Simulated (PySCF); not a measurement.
# C9H18: the cost of one run

Programs: PySCF 2.14.0, with density-fitted response routines of our own. Each step states its level of theory. These are calculated values for one molecule, in the gas phase or a continuum, unless marked as measured. Atoms are numbered from 0 throughout.

## (1) The molecule as given

27 atoms, charge 0, multiplicity 1; geometry from: GFN2-xTB. The atoms were then displaced at random by about 0.01 Å, so the start is not that level's minimum.

Bonds of the start (Å): C0–C1 1.50, C1–C2 1.54, C1–C3 1.58, C3–C4 1.52, C4–C5 1.52, C5–C6 1.54, C6–C7 1.52, C7–C8 1.55, C8–C3 1.53, C0–H9 1.09, C0–H10 1.08, C0–H11 1.11, C1–H12 1.09, C2–H13 1.08, C2–H14 1.08, C2–H15 1.08, C3–H16 1.09, C4–H17 1.11, C4–H18 1.08, C5–H19 1.08, C5–H20 1.10, C6–H21 1.07, C6–H22 1.09, C7–H23 1.08, C7–H24 1.11, C8–H25 1.08, C8–H26 1.07.

## (2) Geometry optimisation at PBE0-D3(BJ)/def2-SVP

What the job is given:

```
{"job": {"xc": "PBE0", "basis": "def2-SVP", "d3": "d3bj", "grid": 1, "shake": 0.01, "kind": "geom"}, "charge": 0, "multiplicity": 1}
C     -1.939250     1.301360     0.828060
C     -1.700050    -0.142790     0.482670
C     -2.690280    -0.598340    -0.608570
C     -0.200760    -0.426890     0.082590
C      0.279740     0.424920    -1.078250
C      1.677870    -0.016190    -1.480020
C      2.654220     0.077430    -0.298650
C      2.145800    -0.733510     0.876100
C      0.722960    -0.285270     1.291350
H     -1.844330     1.953180    -0.044810
H     -1.295810     1.677550     1.609180
H     -2.974160     1.442160     1.191090
H     -1.924720    -0.722580     1.375130
H     -2.503320    -1.629750    -0.867540
H     -2.580730     0.008830    -1.491050
H     -3.694870    -0.500000    -0.234840
H     -0.199510    -1.465590    -0.241470
H      0.314810     1.482890    -0.751390
H     -0.389580     0.349860    -1.923440
H      2.018240     0.600850    -2.300350
H      1.622990    -1.055680    -1.834950
H      2.745480     1.105630    -0.008320
H      3.642430    -0.261550    -0.616190
H      2.800690    -0.623980     1.726370
H      2.126320    -1.808510     0.611120
H      0.355650    -0.876360     2.111740
H      0.759410     0.733550     1.613390
```

The run is started by

```sh
$ OMP_NUM_THREADS=1 python probes_run.py task.json out
```

The driver reads the jobs from task.json and runs them one after another.

**Question.** How long does this first job take on 1 thread of Arm Neoverse N1, shared host, and how much memory does it need?

About 2.8 min, with a peak of 0.91 GiB.
